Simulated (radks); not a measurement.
# Mn³⁺ in [Ar] 3d4: an all-electron calculation

Aim: the levels, the sizes of the orbitals and the parts of the energy of the manganese ion Mn3+.

Program: radks (a radial shooting solver on a logarithmic mesh, Libxc functionals) version 1. Level of theory: scalar-relativistic Kohn-Sham, SCAN, spin-polarised, spherical densities, finite nucleus; open shells are filled with parallel spins first. These are calculated values, not measurements, unless marked.

### Step 1. The atom as given

| Item | Value |
| --- | --- |
| element | manganese (Z = 25) |
| charge | +3 |
| electrons | 22 |
| configuration | [Ar] 3d4 |
| nuclear rms radius | 3.7057 fm |

The outer shells:

Mn³⁺
```
[Ar] core
3d [↑ ][↑ ][↑ ][↑ ][  ]
```

### Step 2. The calculation

Settings of this run:

```text
Z 25
configuration [Ar] 3d4 4s0 4p0 4d0 4f0
relativity scalar-relativistic
functional scan,scan
spin polarised
nucleus finite rms 3.7057 fm
c 137.035999084
```

**Question.** What will this run give?

**Answer**, as computed:

| quantity | value |
| --- | --- |
| total energy | -1156.75451 hartree |
| exchange-correlation share of it | 4.46 % |
| −T/E | 1.0111 |
| highest occupied level | 3d up, -43.122 eV |
| most extended occupied level | 3d up, <r> = 1.03 bohr |
| radius at density 0.001 e/bohr³ | 2.72 bohr |
| maxima of the radial density | 3 |
| ionisation energy, NIST | 51.2 (semi-emp.) eV |

What this shows: The radial density shows 3 maxima for 3 occupied principal shells. Relativity lifts −T/E to 1.011. The top level binds by 43.122 eV, 84 % of the NIST ionisation energy of 51.2 eV; the potential of a semilocal functional falls off too fast, so its top eigenvalue is too shallow. Open shells are spherical and high-spin; term and fine-structure splittings are not resolved.
